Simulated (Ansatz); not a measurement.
# Nb (fcc type): the cost of one run

Method: DFT PBEsol, with the methods named in each step, in Ansatz 0.2.0.

This is Nb in the fcc structure; at room conditions it is bcc.

1 further run of the same task is left out (it didn't finish). Runs told in other sessions of the task aren't counted.

## (1) The starting structure

Symmetry: Fm-3m, No. 225, cubic system. Conventional cell: a = 4.171 Å, b = 4.171 Å, c = 4.171 Å, α = 90.00°, β = 90.00°, γ = 90.00°. Nb (site symmetry m-3m) is surrounded by 12 Nb at 2.95 Å.

Coordinates:

```
Nb
1.0
     0.00000    2.08556    2.08556
     2.08556    0.00000    2.08556
     2.08556    2.08556    0.00000
Nb
1
Direct
  0.00000 0.00000 0.00000
```

Whether this phase is the stable one at these pressures isn't tested.

## (2) The reference volume, LAPW

Input file input.yaml:

```yaml
crystal:
  lattice:
    - [0.0, 2.0855605234, 2.0855605234]
    - [2.0855605234, 0.0, 2.0855605234]
    - [2.0855605234, 2.0855605234, 0.0]
  atoms:
    - { symbol: Nb, position: [0.0, 0.0, 0.0] }
kpoints:
  mp_grid: { grid: [16, 16, 16] }
  band_path:
    path:
      - [0.0, 0.0, 0.0]
      - [0.5, 0.0, 0.5]
      - [0.625, 0.25, 0.625]
      - [0.375, 0.375, 0.75]
      - [0.0, 0.0, 0.0]
      - [0.5, 0.5, 0.5]
      - [0.5, 0.25, 0.75]
      - [0.5, 0.0, 0.5]
    npoints: 14
scf:
  occupations: { method: fermi_dirac, width: 0.05 }
hamiltonian:
  xc: pbesol
  pseudopotentials: { kind: all_electron, lapw: { basis_error: 0.001 } }
output:
  forces: true
  stress: true
  eigenvalues: true
  populations: true
  dos: { projected: true, de: 0.2, e_range: [-14, 8] }
```

The run is started by

```bash
$ ansatz run input.yaml --threads 1 --pin off --max-ram 2048MiB --backend cpu --events-out ev --progress --plain --runs-dir out
```

What time and memory should one allow on 1 thread of Arm Neoverse V1, shared host?

About 12 s, with a peak of 0.3 GiB.
